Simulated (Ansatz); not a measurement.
# C₃H₄BF: a ladder of functionals and wavefunction methods

How much do the methods differ for C₃H₄BF? The plan is to run it at one geometry with functionals of several rungs and with coupled cluster. The yardstick is the atomisation energy at the CCSD(T) limit.

Program: Ansatz 0.2.0, Gaussian basis. Level of theory: functionals in def2-TZVPP, the program's frozen cores in correlated methods. These are calculated values, not measurements.

The runs, in order: LDA (SPW92), PBE-D4, revPBE-D4, BLYP-D4, r2SCAN-D4, B97M-V, PBE0-D4, B3LYP-D4, r2SCANh-D4, r2SCAN0-D4, HSE06-D4, BHLYP-D4, CAM-B3LYP-D4, LC-ωPBE, ωB97X-V, ωB97M-V, B2PLYP, PBE-QIDH; CCSD(T)/def2-SVP; CCSD(T)/def2-TZVPP; MP2/def2-QZVPP; extrapolation to the limit; RPA on PBE.

**1. Structure used throughout**

All runs share one geometry, relaxed beforehand with PBE0-D4 in a triple-zeta def2 set.

SMILES `BCC#CF`, 9 atoms, charge 0, spin multiplicity 1.

Atoms are counted from 1 here; the program's logs count them from 0.

Bond lengths: B1–C2 1.561 Å, B1–H6 1.197 Å, B1–H7 1.194 Å, C2–C3 1.452 Å, C2–H8 1.101 Å, C2–H9 1.101 Å, C3–C4 1.195 Å, C4–F5 1.277 Å. Angles: C2–B1–H6 117.7°, C2–B1–H7 122.4°, H6–B1–H7 119.8°, B1–C2–C3 118.2°, B1–C2–H8 106.8°, B1–C2–H9 106.7°, C3–C2–H8 110.6°, C3–C2–H9 110.6°, H8–C2–H9 102.8°, C2–C3–C4 178.8°, C3–C4–F5 179.8°.

**2. LDA**

This LDA is Slater exchange with PW92 correlation.

The input, in.yaml:

```yaml
crystal:
  periodic: [false, false, false]
  atoms:
    - {symbol: B, position_ang: [-1.020845, 0.721240, -0.878110]}
    - {symbol: C, position_ang: [-0.522894, -0.401582, 0.084644]}
    - {symbol: C, position_ang: [0.854231, -0.351794, 0.542408]}
    - {symbol: C, position_ang: [1.990784, -0.290407, 0.905163]}
    - {symbol: F, position_ang: [3.204864, -0.228828, 1.296241]}
    - {symbol: H, position_ang: [-2.156964, 0.671462, -1.251376]}
    - {symbol: H, position_ang: [-0.313619, 1.610535, -1.244669]}
    - {symbol: H, position_ang: [-0.731599, -1.361917, -0.412149]}
    - {symbol: H, position_ang: [-1.215459, -0.415010, 0.940749]}
basis:
  gaussian: {orbitals: def2-TZVPP}
hamiltonian: {xc: lda}
output: {orbitals: {seedname: orbitals}}
```

Started as:

```
$ ansatz run in.yaml --threads 2 --pin off --events-out ev --progress --plain --max-ram 4352MiB
```

The runs that follow: PBE-D4 (GGA); revPBE-D4 (GGA); BLYP-D4 (GGA); r2SCAN-D4 (meta-GGA); B97M-V (meta-GGA); PBE0-D4 (hybrid); B3LYP-D4 (hybrid); r2SCANh-D4 (hybrid); r2SCAN0-D4 (hybrid); HSE06-D4 (hybrid); BHLYP-D4 (hybrid); CAM-B3LYP-D4 (range-separated); LC-ωPBE (range-separated); ωB97X-V (range-separated); ωB97M-V (range-separated); B2PLYP (double hybrid); PBE-QIDH (double hybrid); CCSD(T) in def2-SVP; CCSD(T) in def2-TZVPP; MP2 in def2-QZVPP; RPA on PBE orbitals.

**Question.** What will the summary of the whole plan be? Wanted: atomisation energy, CCSD(T)/CBS; farthest beyond LDA; mean size of error, GGA; mean size of error, meta-GGA; mean size of error, hybrid; mean size of error, range-separated; mean size of error, double hybrid; gap, smallest and largest; T1 diagnostic.

The runs gave:

```
                               quantity                                      value
        atomisation energy, CCSD(T)/CBS                                  37.380 eV
    functionals within 0.187 eV (0.5 %)                         r2SCANh-D4, B2PLYP
                    farthest beyond LDA                         PBE-D4 (+1.557 eV)
                mean size of error, GGA                                   0.792 eV
           mean size of error, meta-GGA                                   0.366 eV
             mean size of error, hybrid                                   0.513 eV
    mean size of error, range-separated                                   0.362 eV
      mean size of error, double hybrid                                   0.118 eV
              gap, smallest and largest  3.44 eV (LDA (SPW92)), 10.98 eV (LC-ωPBE)
                          T1 diagnostic                                     0.0121
triples share of the correlation energy                                      4.0 %
```

In words: LDA overbinds by 6.353 eV (17 %). PBE-D4 is off by +1.557 eV. Double hybrids carry the basis error of their MP2 part in triple zeta, and no dispersion term here, so their miss is partly the set-up's. Taken by rung, double hybrid functionals do best (0.118 eV on average) and GGA ones worst beyond LDA (0.792 eV). Misses under about 0.187 eV are within the doubt on the reference itself, which lacks core-valence correlation, relativity and higher excitations. Hartree-Fock recovers 74 % of the binding; the rest is correlation. CCSD(T) in def2-SVP is off by -1.392 eV, worse than the median functional, from the basis alone. The gap grows from 3.4 to 11.0 eV across the functionals, mostly with the share of exact exchange.
